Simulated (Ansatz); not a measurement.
Geometry optimisation, Ansatz, DFT PBE, scalar-relativistic, plane waves, PAW.

Input:

```yaml
crystal:
  lattice:
    - [7.398, 0.0, 0.0]
    - [-3.699, 6.406856, 0.0]
    - [0.0, 0.0, 12.0]
  atoms:
    - { symbol: C, position: [0.0, 0.0, 0.08333333] }
    - { symbol: C, position: [0.22222222, 0.11111111, 0.08333333] }
    - { symbol: C, position: [0.0, 0.33333333, 0.08333333] }
    - { symbol: C, position: [0.22222222, 0.44444444, 0.08333333] }
    - { symbol: C, position: [0.0, 0.66666666, 0.08333333] }
    - { symbol: C, position: [0.22222222, 0.77777777, 0.08333333] }
    - { symbol: C, position: [0.33333333, 0.0, 0.08333333] }
    - { symbol: C, position: [0.55555556, 0.11111111, 0.08333333] }
    - { symbol: C, position: [0.33333333, 0.33333333, 0.08333333] }
    - { symbol: C, position: [0.55555555, 0.44444444, 0.08333333] }
    - { symbol: C, position: [0.33333333, 0.66666666, 0.08333333] }
    - { symbol: C, position: [0.55555555, 0.77777777, 0.08333333] }
    - { symbol: C, position: [0.66666667, 0.0, 0.08333333] }
    - { symbol: C, position: [0.88888889, 0.11111111, 0.08333333] }
    - { symbol: C, position: [0.66666667, 0.33333333, 0.08333333] }
    - { symbol: C, position: [0.88888889, 0.44444444, 0.08333333] }
    - { symbol: C, position: [0.66666666, 0.66666666, 0.08333333] }
    - { symbol: C, position: [0.88888889, 0.77777777, 0.08333333] }
    - { symbol: O, position: [0.77777777, 0.72222222, 0.1875] }
    - { symbol: H, position: [0.59259259, 0.96296295, 0.165] }
    - { symbol: H, position: [0.87899446, 0.86446586, 0.22083333] }
basis:
  ecutwfc: 420.0
kpoints:
  mp_grid: { grid: [2, 2, 1] }
hamiltonian:
  xc: pbe
scf:
  occupations: { method: fermi_dirac, width: 0.02 }
  lower_state_search: "off"
relax:
  f_tol: 0.03
  max_steps: 60
  adjacent_minimum: "off"
output:
  write_density: true
  write_potential: true
  elf: true
  volumetric_format: npy
```

Run as:

```bash
$ ansatz run input.yaml --threads 1 --pin off --max-ram 3072MiB --backend cpu --events-out ev --progress --plain --runs-dir out
```

Question: Where does it end, and by what steps?

Answer: It converged. The force dipped under the threshold on the way, but the program's further checks kept it going. Limits of this set-up: slab without dipole correction, no dispersion correction for a molecule that may bind weakly. After 23 steps the energy has fallen by 5.976 eV; H21 moved furthest, 1.12 Å. The start is strongly strained (largest force component 10 eV/Å), so its close contacts needn't be bonds. Parted: C17–O19.

```
step  energy less start (eV)  largest force component (eV/Å)  accepted
   0                  0.0000                          10.161       yes
   1                 -2.1433                           6.830       yes
   2                 -3.9269                           3.625       yes
   3                 -5.0267                           1.934       yes
   4                 -5.5447                           1.245       yes
   5                 -5.7891                           1.309       yes
   6                 -5.8737                           0.475       yes
   7                 -5.8924                           0.254       yes
   8                 -5.8638                           1.394        no
   9                 -5.8966                           0.069       yes
  10                 -5.9006                           0.101       yes
  11                 -5.9043                           0.804       yes
  12                 -5.9164                           0.505       yes
  13                 -5.9336                           0.624       yes
  14                 -5.9421                           0.446       yes
  15                 -5.9627                           0.150       yes
  16                 -5.9675                           0.346       yes
  17                 -5.9727                           0.397       yes
  18                 -5.9756                           0.040       yes
  19                 -5.9756                           0.038       yes
  20                 -5.9762                           0.024       yes
  21                 -5.9765                           0.049       yes
  22                 -5.9765                           0.021       yes
  23                 -5.9765                           0.021       yes
```

```xyz
21
Lattice="7.3980 0.0000 0.0000 -3.6990 6.4069 0.0000 0.0000 0.0000 12.0000" Properties=species:S:1:pos:R:3
C -0.109 0.004 0.917
C 1.138 0.696 0.806
C -1.326 2.120 0.810
C -0.095 2.826 0.762
C -2.535 4.233 0.970
C -1.327 4.945 0.892
C 2.364 -0.003 0.884
C 3.568 0.711 0.950
C 1.137 2.115 0.758
C 2.367 2.823 0.808
C -0.099 4.244 0.811
C 1.150 4.931 0.919
C 4.836 -0.021 1.270
C 6.101 0.696 0.916
C 3.585 2.111 0.886
C 4.851 2.831 0.895
C 2.340 4.246 0.920
C 3.596 4.964 1.336
O 3.501 4.942 2.824
H 1.160 6.375 2.387
H 4.297 5.393 3.160
```

The run took 2.3 min on 1 thread of AMD EPYC 7B13 (Zen 3) (shared host), peak memory 0.73 GiB.
